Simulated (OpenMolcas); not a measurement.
# One shape, several levels: GeH2 (SMILES [GeH2])

We compute a comparison of 6 runs (HF/3-21G, HF/6-31G*, BPW91/ANO-RCC-MB, SVWN5/STO-3G, PBE0/def2-SVP, TPSS/def2-TZVP) of GeH2. 

The results are computed with OpenMolcas 26.06.

10 further runs of the same task are left out: 4 that didn't finish, 6 set aside as unsound or not needed.

**1. Starting point**

GeH2 has 3 atoms, charge 0, and is taken as a singlet. SMILES: `[GeH2]`. The shape is that of a PBE0-D4/def2-TZVP optimisation.

Bond lengths: Ge1–H2 1.595 Å, Ge1–H3 1.594 Å. Angles: H2–Ge1–H3 90.6°.

**2. Energy and forces at HF/3-21G (run 1)**

File calc.inp:

```
&gateway
baslib
$CurrDir
coord
3
angstrom
Ge      -0.570100       0.405100      -0.263700
H        0.783000       0.743600       0.509000
H       -0.212900      -1.148700      -0.245300
basis
3-21G
group
NoSym
&seward
&scf
thresholds
1e-10 1e-07 1e-07 1e-05
prorbitals
1
&alaska
```

The basis set 3-21G is read from a file made from the Basis Set Exchange's data (not shown).

Started as:

```console
$ export MOLCAS_MEM=1860
$ pymolcas calc.inp > calc.log
```

The log of the run:

```text
--- Start Module: gateway ---
[...]
--- Stop Module: gateway /rc=_RC_ALL_IS_WELL_ ---
[...]
      Basis functions           26
[...]
--- Start Module: scf ---
[...]
       Convergence after  12 Iterations
[...]
::    Total SCF energy                              -2066.4297801551
[...]
      Total spin, S                                     0.0000000000
[...]
      Total electronic charge=   34.000000
      Total            charge=   -0.000000
[...]
      Dipole Moment (debye):
      Origin of the operator (angstrom)=   -0.5474    0.3890   -0.2532
                   X=  1.7421E-01               Y= -1.2407E-01               Z=  8.0549E-02           Total=  2.2854E-01
      Quadrupole Moment (debye*angstrom):
[...]
--- Stop Module: scf /rc=_RC_ALL_IS_WELL_ ---
--- Start Module: alaska ---
[...]
 *              Molecular gradients               *
 **************************************************
  Irreducible representation: a
 ------------------------------------------------------------------------------------------
                              X                       Y                       Z
 ------------------------------------------------------------------------------------------
  GE1              -2.15097300123102E-03    1.50822171130471E-03   -9.97216099477338E-04
  H2                2.19353445568338E-04   -2.39819512946526E-03   -1.51791729660733E-04
  H3                1.93161955566357E-03    8.89973418162882E-04    1.14900782914240E-03
 ------------------------------------------------------------------------------------------
--- Stop Module: alaska /rc=_RC_ALL_IS_WELL_ ---
[...]
```

It took 1.6 s on 1 thread of Arm Neoverse V2, shared host; peak memory 0.37 GiB.

**3. Energy and forces at HF/6-31G(d) (spherical functions) (run 2)**

File calc.inp:

```
>>> EXPORT MOLCAS_PRINT=2

&gateway
  baslib = $CurrDir
  coord
  3
  bohr
  Ge    -1.07733286     0.76552805    -0.49832078
  H      1.47965556     1.40520035     0.96187060
  H     -0.40232269    -2.17072840    -0.46354982
  basis = 6-31Gs
  group = NoSym

&seward

&scf
  thresholds = 1e-10 1e-07 1e-07 1e-05
  prorbitals = 1 2

&alaska
```

The basis set 6-31G* is read from a file made from the Basis Set Exchange's data (not shown).

Started as:

```console
$ export MOLCAS_MEM=1860
$ pymolcas calc.inp > calc.log
```

The log of the run:

```text
--- Start Module: gateway ---
[...]
--- Stop Module: gateway /rc=_RC_ALL_IS_WELL_ ---
[...]
      Basis functions           36
[...]
--- Start Module: scf ---
[...]
       Convergence after  10 Iterations
[...]
::    Total SCF energy                              -2076.1832263663
[...]
      Total spin, S                                     0.0000000000
[...]
      Total electronic charge=   34.000000
      Total            charge=   -0.000000
[...]
      Dipole Moment (debye):
      Origin of the operator (angstrom)=   -0.5474    0.3890   -0.2532
                   X=  1.5587E-01               Y= -1.1103E-01               Z=  7.2066E-02           Total=  2.0449E-01
      Quadrupole Moment (debye*angstrom):
[...]
--- Stop Module: scf /rc=_RC_ALL_IS_WELL_ ---
--- Start Module: alaska ---
[...]
 *              Molecular gradients               *
 **************************************************
  Irreducible representation: a
 ------------------------------------------------------------------------------------------
                              X                       Y                       Z
 ------------------------------------------------------------------------------------------
  GE1              -3.87623801961379E-03    2.73246632899848E-03   -1.79542895804063E-03
  H2                1.89094355771147E-03   -1.47467546732449E-03    8.59859693660869E-04
  H3                1.98529446190299E-03   -1.25779086167022E-03    9.35569264379515E-04
 ------------------------------------------------------------------------------------------
--- Stop Module: alaska /rc=_RC_ALL_IS_WELL_ ---
[...]
```

Run time: 2 s. Hardware: 1 thread of Arm Neoverse V2, shared host; peak memory 0.37 GiB.

Runs 3 to 5 aren't shown in full; the table further down has their settings and results.

**4. Energy and forces at TPSS/def2-TZVP (run 6)**

File test.inp:

```
&gateway
 baslib=$CurrDir
 coord
 3
 angstrom
 Ge      -0.570100       0.405100      -0.263700
 H        0.783000       0.743600       0.509000
 H       -0.212900      -1.148700      -0.245300
 basis=def2-TZVP
 group=NoSym

&seward
 gridinput
 Grid=UltraFine
 End of Grid

&scf
 ksdft=2
 1.0 MGGA_X_TPSS
 1.0 MGGA_C_TPSS
 thresholds=1e-10 1e-07 1e-07 1e-05
 prorbitals=1

&alaska
```

The basis set def2-TZVP is read from a file made from the Basis Set Exchange's data (not shown).

Started as:

```console
$ export MOLCAS_MEM=1860
$ pymolcas test.inp > test.log
```

The log of the run:

```text
--- Start Module: gateway ---
[...]
--- Stop Module: gateway /rc=_RC_ALL_IS_WELL_ ---
[...]
      Basis functions           60
[...]
--- Start Module: scf ---
[...]
       Convergence after  11 Iterations
[...]
::    Total KS-DFT energy                           -2078.1174463557
[...]
      Total spin, S                                     0.0000000000
[...]
      Total electronic charge=   34.000000
      Total            charge=   -0.000000
[...]
      Dipole Moment (debye):
      Origin of the operator (angstrom)=   -0.5474    0.3890   -0.2532
                   X= -1.6510E-01               Y=  1.1710E-01               Z= -7.6390E-02           Total=  2.1635E-01
      Quadrupole Moment (debye*angstrom):
[...]
--- Stop Module: scf /rc=_RC_ALL_IS_WELL_ ---
[...]
--- Start Module: alaska ---
[...]
 *              Molecular gradients               *
 **************************************************
  Irreducible representation: a
 ------------------------------------------------------------------------------------------
                              X                       Y                       Z
 ------------------------------------------------------------------------------------------
  GE1               1.02364161014634E-03   -7.44713024195764E-04    4.71527813850958E-04
  H2               -7.46357967201128E-04   -8.81735904625369E-05   -4.15085130910597E-04
  H3               -2.77283642948323E-04    8.32886614698047E-04   -5.64426829531978E-05
 ------------------------------------------------------------------------------------------
--- Stop Module: alaska /rc=_RC_ALL_IS_WELL_ ---
[...]
```

Run time: 9.3 s. Hardware: 1 thread of Arm Neoverse V2, shared host; peak memory 0.39 GiB.

**5. Overview of the runs**

```tsv
run	level	integral approximation	SCF convergence threshold	energy (Eh)	dipole moment (D)	HOMO energy (eV)	LUMO energy (eV)	wall time
1	HF/3-21G	none	1e-10	-2066.429780	0.23	-8.95	0.13	1.6 s
2	HF/6-31G* (spherical functions)	none	1e-10	-2076.183226	0.20	-9.17	0.09	2 s
3	BPW91/ANO-RCC-MB (DKH2, RICD fitting, PCM methanol)	RICD	1e-07	-2100.071310	0.12	-6.15	-4.11	5.1 s
4	SVWN5/STO-3G	none	1e-10	-2050.730603	0.71	-0.89	-0.72	5.4 s
5	PBE0/def2-SVP	none	1e-10	-2077.613406	0.02	-6.86	-3.02	4.5 s
6	TPSS/def2-TZVP	none	1e-10	-2078.117446	0.22	-6.00	-3.79	9.3 s
```

**6. Results**

| quantity | value |
| --- | --- |
| run 6: total energy | -2078.11745 Eh |
| run 6: dipole moment | 0.22 D |
| run 6: HOMO energy | -6.00 eV |
| run 6: LUMO energy | -3.79 eV |
| run 6: HOMO–LUMO gap | 2.21 eV |
| run 6: largest force on an atom | 0.069 eV/Å |

In words: The dipole moment (its size) runs from 0.02 D (PBE0/def2-SVP) to 0.71 D (SVWN5/STO-3G). The two ends differ in method and basis. The HOMO–LUMO gap runs from 0.17 eV (SVWN5/STO-3G) to 9.26 eV (HF/6-31G*). Totals of different functionals can't be ranked against each other. Some runs of one species differ in core potentials or relativity; totals across that change don't compare. In runs 3, 4 the basis is minimal, so the values are rough. All runs together took 28 s, the longest 9.3 s.
